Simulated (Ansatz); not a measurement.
# C3H9AlO: up Jacob's ladder to CCSD(T)

Aim: compute C3H9AlO with functionals from several rungs and with coupled cluster, and see how far each lands from CCSD(T) at the basis-set limit for the atomisation energy.

Program: Ansatz 0.2.0, Gaussian basis. Level of theory: functionals in def2-TZVPP, the program's frozen cores in correlated methods. These are calculated values, not measurements.

Levels to be run: LDA (SPW92), PBE-D4, revPBE-D4, BLYP-D4, r2SCAN-D4, B97M-V, PBE0-D4, B3LYP-D4, r2SCANh-D4, r2SCAN0-D4, HSE06-D4, BHLYP-D4, CAM-B3LYP-D4, LC-ωPBE, ωB97X-V, ωB97M-V, B2PLYP, PBE-QIDH; CCSD(T)/def2-SVP; CCSD(T)/def2-TZVPP; MP2/def2-QZVPP; extrapolation to the limit; RPA on PBE.

### Step 1. The geometry

The geometry comes from an earlier relaxation with PBE0-D4 in a triple-zeta def2 set; it is a stationary point, not always the lowest conformer.

SMILES `C[CH2][Al]([CH3])[OH]`, 14 atoms, charge 0, spin multiplicity 1.

Atoms are counted from 1 here; the program's logs count them from 0.

Bond lengths: C1–C2 1.529 Å, C1–H6 1.094 Å, C1–H7 1.094 Å, C1–H8 1.094 Å, C2–Al3 1.963 Å, C2–H9 1.098 Å, C2–H10 1.098 Å, Al3–C4 1.947 Å, Al3–O5 1.705 Å, C4–H11 1.095 Å, C4–H12 1.092 Å, C4–H13 1.095 Å, O5–H14 0.955 Å. Angles: C2–C1–H6 111.7°, C2–C1–H7 111.7°, C2–C1–H8 112.3°, H6–C1–H7 106.6°, H6–C1–H8 107.1°, H7–C1–H8 107.1°, C1–C2–Al3 115.3°, C1–C2–H9 110.0°, C1–C2–H10 110.1°, Al3–C2–H9 108.1°, Al3–C2–H10 108.3°, H9–C2–H10 104.4°, C2–Al3–C4 123.9°, C2–Al3–O5 120.0°, C4–Al3–O5 116.2°, Al3–C4–H11 111.2°, Al3–C4–H12 111.8°, Al3–C4–H13 111.4° and more.

Coordinates:

```
C    -0.99778   -0.20164    1.66801
C     0.45538    0.02650    1.24891
Al    0.76356    0.14190   -0.68625
C    -0.63896   -0.05234   -2.02195
O     2.33562    0.42498   -1.28277
H    -1.65010    0.60511    1.32187
H    -1.39883   -1.12912    1.24960
H    -1.11188   -0.26334    2.75464
H     1.09184   -0.77383    1.64929
H     0.84208    0.94258    1.71457
H    -1.11319   -1.03739   -1.95873
H    -0.25286    0.06939   -3.03639
H    -1.43656    0.68284   -1.87346
H     3.09867    0.53518   -0.71844
```

### Step 2. LDA

This LDA is Slater exchange with PW92 correlation.

in.yaml reads:

```yaml
crystal:
  periodic: [false, false, false]
  atoms:
    - {symbol: C, position_ang: [-0.997776, -0.201635, 1.668008]}
    - {symbol: C, position_ang: [0.455383, 0.026502, 1.248908]}
    - {symbol: Al, position_ang: [0.763564, 0.141897, -0.686255]}
    - {symbol: C, position_ang: [-0.638958, -0.052344, -2.021945]}
    - {symbol: O, position_ang: [2.335617, 0.424977, -1.282766]}
    - {symbol: H, position_ang: [-1.650099, 0.605106, 1.321874]}
    - {symbol: H, position_ang: [-1.398833, -1.129120, 1.249601]}
    - {symbol: H, position_ang: [-1.111879, -0.263343, 2.754636]}
    - {symbol: H, position_ang: [1.091840, -0.773828, 1.649288]}
    - {symbol: H, position_ang: [0.842080, 0.942575, 1.714574]}
    - {symbol: H, position_ang: [-1.113195, -1.037392, -1.958729]}
    - {symbol: H, position_ang: [-0.252860, 0.069388, -3.036387]}
    - {symbol: H, position_ang: [-1.436555, 0.682843, -1.873463]}
    - {symbol: H, position_ang: [3.098671, 0.535176, -0.718444]}
basis:
  gaussian: {orbitals: def2-TZVPP}
hamiltonian: {xc: lda}
output: {orbitals: {seedname: orbitals}}
```

After this run come: PBE-D4 (GGA); revPBE-D4 (GGA); BLYP-D4 (GGA); r2SCAN-D4 (meta-GGA); B97M-V (meta-GGA); PBE0-D4 (hybrid); B3LYP-D4 (hybrid); r2SCANh-D4 (hybrid); r2SCAN0-D4 (hybrid); HSE06-D4 (hybrid); BHLYP-D4 (hybrid); CAM-B3LYP-D4 (range-separated); LC-ωPBE-D4 (range-separated); ωB97X-V (range-separated); ωB97M-V (range-separated); B2PLYP (double hybrid); PBE-QIDH (double hybrid); CCSD(T) in def2-SVP; CCSD(T) in def2-TZVPP; MP2 in def2-QZVPP; RPA on PBE orbitals.

Before running them: what should the planned runs give, taken together? Wanted: atomisation energy, CCSD(T)/CBS; farthest beyond LDA; mean size of error, GGA; mean size of error, meta-GGA; mean size of error, hybrid; mean size of error, range-separated; mean size of error, double hybrid; gap, smallest and largest; T1 diagnostic.

**Answer**, as computed:

| quantity | value |
| --- | --- |
| atomisation energy, CCSD(T)/CBS | 1268.4 kcal/mol |
| functionals within 6.3 kcal/mol (0.5 %) | r2SCAN-D4, B97M-V, PBE0-D4, B3LYP-D4, r2SCANh-D4, HSE06-D4, CAM-B3LYP-D4, LC-ωPBE, ωB97X-V, ωB97M-V |
| farthest beyond LDA | BHLYP-D4 (-32.3 kcal/mol) |
| mean size of error, GGA | 12.4 kcal/mol |
| mean size of error, meta-GGA | 0.7 kcal/mol |
| mean size of error, hybrid | 9.9 kcal/mol |
| mean size of error, range-separated | 2.7 kcal/mol |
| mean size of error, double hybrid | 11.7 kcal/mol |
| gap, smallest and largest | 5.12 eV (LDA (SPW92)), 12.05 eV (LC-ωPBE) |
| T1 diagnostic | 0.0105 |
| triples share of the correlation energy | 3.6 % |

In words: The LDA atomisation energy is off by 156.7 kcal/mol (12 %): it overbinds. PBE-D4 misses by +12.1 kcal/mol. Double hybrids carry the basis error of their MP2 part in triple zeta, and no dispersion term here, so their miss is partly the set-up's. The rungs meta-GGA, range-separated miss on average by less than the doubt on the reference (6.3 kcal/mol), so they tie. The reference freezes the cores and leaves out relativity and excitations past (T), so misses under about 6.3 kcal/mol can't be ranked. Hartree-Fock recovers 75 % of the binding; the rest is correlation. CCSD(T) in def2-SVP is off by -61.9 kcal/mol, so the small basis spoils what the method gains. Orbital gaps span 5.1 to 12.1 eV; exact exchange widens them.
